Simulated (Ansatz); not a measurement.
This script makes an atomisation energy of ClH3Sn, SMILES [Cl][SnH3] with the Python package of Ansatz (0.2.0).

`clh3sn.xyz`
```text
5

Cl   -1.89140    0.35100    1.05560
Sn    0.09320   -0.03080   -0.06100
H    -0.09930    0.36810   -1.77190
H     0.58500   -1.71000    0.10500
H     1.36240    0.94820    0.63080
```

`clh3sn.py`
```python
"""Energy to split ClH3Sn into its atoms."""

from collections import Counter

import ansatz as az


def energy_of(molecule, charge=0, unpaired=0):
    calc = (
        molecule.calculation()
        .basis(gaussian="def2-SVP")
        .functional("b3lyp")
    )
    if charge:
        calc = calc.charge(charge)
    if unpaired:
        calc = calc.spin("collinear", total=unpaired)
    return calc.run(threads=1).report["free_energy_ev"]

system = az.Crystal.molecule_from_extxyz("clh3sn.xyz")

# Hund ground states
unpaired = {"Cl": 1, "Sn": 2, "H": 1}
counts = Counter(site.symbol for site in system.cartesian_sites)
atom_energy = {s: energy_of(az.Crystal.molecule().atom(s, (0, 0, 0)), 0, unpaired[s]) for s in counts}
whole = energy_of(system, 0, 0)
for s, e in atom_energy.items():
    print(f"{s:2s} x{counts[s]}  {e:14.5f} eV")
print(f"ClH3Sn: {whole:.5f} eV")
split = sum(counts[s] * e for s, e in atom_energy.items()) - whole
print(f"atomisation energy (no zero-point term): {23.060548 * split:.1f} kcal/mol, {split / sum(counts.values()):.3f} eV an atom")
```

What does it cost to take this molecule apart into atoms?

262.9 kcal/mol from the electronic energies, without the zero-point term.

What the script printed:

```console
$ python clh3sn.py
Cl x1    -12517.40107 eV
Sn x1     -5832.00832 eV
H  x3       -13.63995 eV
ClH3Sn: -18401.73155 eV
atomisation energy (no zero-point term): 262.9 kcal/mol, 2.280 eV an atom
```

Notes:
- Total energies depend on the basis set; only differences at equal settings carry meaning.
- The geometry is a force-field or estimated start, not a minimum of this method, and the basis set is short of its limit. All parts are taken at fixed geometry, without zero-point energy.
- def2 sets replace the cores of elements past krypton by effective core potentials.
- b3lyp holds the VWN-RPA fit, as in Gaussian; the form of ORCA and Turbomole is b3lyp5.
- The spin-orbit lowering of heavy atoms is left out.
- Wall time of the script: 2.7 s on 1 thread of Arm Neoverse V2 (shared host), peak memory 0.17 GiB.
